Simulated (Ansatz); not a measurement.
# NbSnTe4: the cost of one run

Method: DFT PBE, scalar-relativistic, plane waves, PAW, in Ansatz 0.2.0.

## Step 1: The structure to begin with

Symmetry: P4/mmm, No. 123, tetragonal system. The conventional cell has a = 3.710 Å, b = 3.710 Å, c = 14.233 Å, α = 90.00°, β = 90.00°, γ = 90.00°. Nb (site symmetry 4/mmm) is surrounded by 8 Te at 3.40 Å and 4 Nb at 3.71 Å. Sn (site symmetry 4/mmm) is surrounded by 8 Te at 3.68 Å and 4 Sn at 3.71 Å. Te (site symmetry 4mm) is surrounded by 8 Te at 3.54 to 3.71 Å and 4 Sn at 3.68 Å. Te (site symmetry 4mm) is surrounded by 4 Nb at 3.40 Å.

Structure file:

```
Nb Sn Te
1.0
     3.71020    0.00000    0.00000
     0.00000    3.71020    0.00000
     0.00000    0.00000   14.23291
Nb Sn Te
1 1 4
Direct
  0.50000 0.50000 0.50000
  0.00000 0.00000 0.00000
  0.50000 0.50000 0.18097
  0.00000 0.00000 0.65245
  0.00000 0.00000 0.34755
  0.50000 0.50000 0.81903
```

A structure generator made this guess: species swapped into a database cell of Ti4CuAg (P4/mmm, No. 123), with Te on the Ti sites, Nb on the Cu sites and Sn on the Ag sites. Lengths come from tabulated atomic sizes and are only a guess.

## Step 2: Probe: one point on a coarse mesh

File input.yaml:

```yaml
crystal:
  lattice:
    - [3.71019692, 0.0, 0.0]
    - [0.0, 3.71019692, 0.0]
    - [0.0, 0.0, 14.23291398]
  atoms:
    - { symbol: Nb, position: [0.5, 0.5, 0.5] }
    - { symbol: Sn, position: [0.0, 0.0, 0.0] }
    - { symbol: Te, position: [0.5, 0.5, 0.18097198] }
    - { symbol: Te, position: [0.0, 0.0, 0.65245366] }
    - { symbol: Te, position: [0.0, 0.0, 0.34754634] }
    - { symbol: Te, position: [0.5, 0.5, 0.81902802] }
basis:
  ecutwfc: 420
kpoints:
  mp_grid: { grid: [6, 6, 2] }
hamiltonian:
  xc: pbe
scf:
  occupations: { method: gaussian, width: 0.1 }
  lower_state_search: "off"
output:
  forces: true
  stress: true
  eigenvalues: true
```

Run with:

```bash
ansatz run input.yaml --threads 1 --pin off --max-ram 2560MiB --backend cpu --events-out ev --progress --plain --runs-dir out
```

What time and memory should one allow on 1 thread of Arm Neoverse V2, shared host?

About 12 s, with a peak of 0.51 GiB.
